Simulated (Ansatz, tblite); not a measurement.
**The cluster Cu₂Ag₇: one state, many levels**

An exercise on one series of results from a longer session: the logs are not shown, and one member is left open.

Method: as each input shows; program: Ansatz 0.2.0, Gaussian basis.

Levels to be run: GFN1-xTB, GFN2-xTB, PBE-D4/def2-SVP, r2SCAN-D4/def2-SVP, BLYP-D4/def2-SVP.

18 further runs of the same task are left out: 10 that didn't finish, 8 set aside as unsound or not needed.

## The structure

The geometry is that of the doublet, from an earlier relaxation (PBE0-D4/def2-SVP). At that level it is the lowest of the isomers that a small search found.

9 atoms, charge 0, spin multiplicity 2.

Bond lengths: Ag1–Ag4 2.964 Å, Ag1–Ag5 2.772 Å, Ag1–Ag6 2.944 Å, Ag1–Ag7 2.768 Å, Ag1–Cu8 2.716 Å, Ag1–Cu9 2.651 Å, Ag2–Ag3 2.850 Å, Ag2–Ag7 2.794 Å, Ag2–Cu8 2.629 Å, Ag2–Cu9 2.684 Å, Ag3–Ag5 2.795 Å, Ag3–Cu8 2.635 Å, Ag3–Cu9 2.681 Å, Ag4–Ag5 2.844 Å, Ag4–Ag6 2.854 Å, Ag4–Cu8 2.582 Å, Ag5–Cu8 2.719 Å, Ag5–Cu9 2.633 Å and more. Angles: Ag4–Ag1–Ag5 59.3°, Ag4–Ag1–Ag6 57.8°, Ag4–Ag1–Ag7 105.9°, Ag4–Ag1–Cu8 53.9°, Ag4–Ag1–Cu9 100.0°, Ag5–Ag1–Ag6 106.3°, Ag5–Ag1–Ag7 108.8°, Ag5–Ag1–Cu8 59.4°, Ag5–Ag1–Cu9 58.0°, Ag6–Ag1–Ag7 59.5°, Ag6–Ag1–Cu8 54.3°, Ag6–Ag1–Cu9 100.5°, Ag7–Ag1–Cu8 59.4°, Ag7–Ag1–Cu9 58.2°, Cu8–Ag1–Cu9 53.8°, Ag3–Ag2–Ag7 107.3°, Ag3–Ag2–Cu8 57.3°, Ag3–Ag2–Cu9 57.8° and more.

Ag takes a core potential in the def2 sets. No spin-orbit coupling is included.

PBE0-D4/def2-SVP was run before; its log isn't repeated, and its numbers join the tables.

Set-up of the first run:

Tight binding, by tblite at 300 K electronic temperature and without a spin-polarisation term:

```python
tblite.interface.Calculator('GFN1-xTB', numbers, positions, charge=0, uhf=1).singlepoint()
```

Tight binding, by tblite at 300 K electronic temperature and without a spin-polarisation term:

```python
tblite.interface.Calculator('GFN2-xTB', numbers, positions, charge=0, uhf=1).singlepoint()
```

start.molden holds the orbitals of an earlier run on this state, given as this run's starting guess.

File in.yaml:

```yaml
crystal:
  periodic: [false, false, false]
  atoms:
    - {symbol: Ag, position_ang: [-0.826827, -1.856251, 0.370347]}
    - {symbol: Ag, position_ang: [-0.504593, 2.635186, 0.577703]}
    - {symbol: Ag, position_ang: [2.107648, 1.533823, 0.868562]}
    - {symbol: Ag, position_ang: [1.060770, -1.668429, -1.907078]}
    - {symbol: Ag, position_ang: [1.843713, -1.247315, 0.794507]}
    - {symbol: Ag, position_ang: [-1.566300, -0.587232, -2.180969]}
    - {symbol: Ag, position_ang: [-2.285724, 0.495807, 0.343450]}
    - {symbol: Cu, position_ang: [0.248313, 0.426846, -0.634721]}
    - {symbol: Cu, position_ang: [-0.076988, 0.267554, 1.768189]}
basis:
  gaussian: {orbitals: def2-SVP, initial_orbitals: start.molden}
magnetization: {spin_polarized: true, initial_magnetization: 1}
hamiltonian: {xc: pbe, dispersion: d4}
scf: {omitted_lower_state_checks: [starts]}
output: {orbitals: {seedname: orbitals}}
```

On the command line:

```console
> ansatz run in.yaml --threads 6 --pin off --events-out ev --progress --plain --max-ram 7833MiB
```

Among the steps run: PBE-D4/def2-SVP; r2SCAN-D4/def2-SVP; BLYP-D4/def2-SVP.

One of the session's tables, all rows but one given; the rest of the session is left out.

It belongs to the step «Binding energy». 

```
             level  binding an atom (eV)
   PBE-D4/def2-SVP                     ?
  BLYP-D4/def2-SVP                 1.822
r2SCAN-D4/def2-SVP                 1.996
  PBE0-D4/def2-SVP                 1.717
```

Estimate the missing values for PBE-D4/def2-SVP.

As computed: binding an atom (eV): 1.967. In the column «binding an atom (eV)» it lies between BLYP-D4/def2-SVP (1.822) and r2SCAN-D4/def2-SVP (1.996).

Caveats from the session: Free atoms were run apart at each level; binding is atoms less cluster, divided by the number of atoms, without zero-point or spin-orbit terms.
